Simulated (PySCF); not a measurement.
# triplet AsF3: UBLYP/cc-pVDZ

Wanted: the energy of triplet AsF3. Input form: a Python script.

The calculation is run with PySCF 2.14.0.

2 further runs of the same task are left out: 2 set aside as unsound or not needed. Runs told in other sessions of the task aren't counted.

## Step 1: The structure to begin with

AsF3: 4 atoms, total charge 0, spin state triplet. As SMILES of the parent species, `F[As](F)F`. Geometry: a GFN2-xTB relaxation, a rough one for these elements and not checked as a minimum. That shape belongs to the parent species and isn't relaxed for this state.

Bond lengths: F1–As2 1.720 Å, As2–F3 1.720 Å, As2–F4 1.720 Å. Angles: F1–As2–F3 92.9°, F1–As2–F4 92.8°, F3–As2–F4 92.8°.

## Step 2: A single-point energy at UBLYP/cc-pVDZ

run.py reads:

```python
from pyscf import gto, dft

system = gto.M(
    atom='''
F     -0.798390     0.757346     2.525959
As    -0.932089    -0.922583    -0.253582
F      2.251590    -1.574747    -0.201747
F     -0.521130     1.739984    -2.070630
''',
    charge=0,
    spin=2,
    verbose=4,
    unit='bohr',
    basis='cc-pvdz',
    max_memory=1860,
)

myscf = dft.UKS(system)
myscf.xc = 'blyp'
myscf.grids.level = 5
myscf.conv_tol = 1e-10
myscf.kernel()
if not myscf.converged:
    myscf = myscf.newton().run(myscf.mo_coeff, myscf.mo_occ)

etot = myscf.e_tot
print('E = %.10f Eh' % etot)
```

Run with:

```sh
$ OMP_NUM_THREADS=1 python run.py
```

What values should one expect? Wanted: total energy; dipole moment; HOMO energy; ⟨S²⟩.

Answer, from the run:

At UBLYP/cc-pVDZ:

```
                          quantity           value
                      total energy  -2535.25406 Eh
                     dipole moment          1.91 D
HOMO energy (highest over α and β)        -2.13 eV
                              ⟨S²⟩           2.002
```
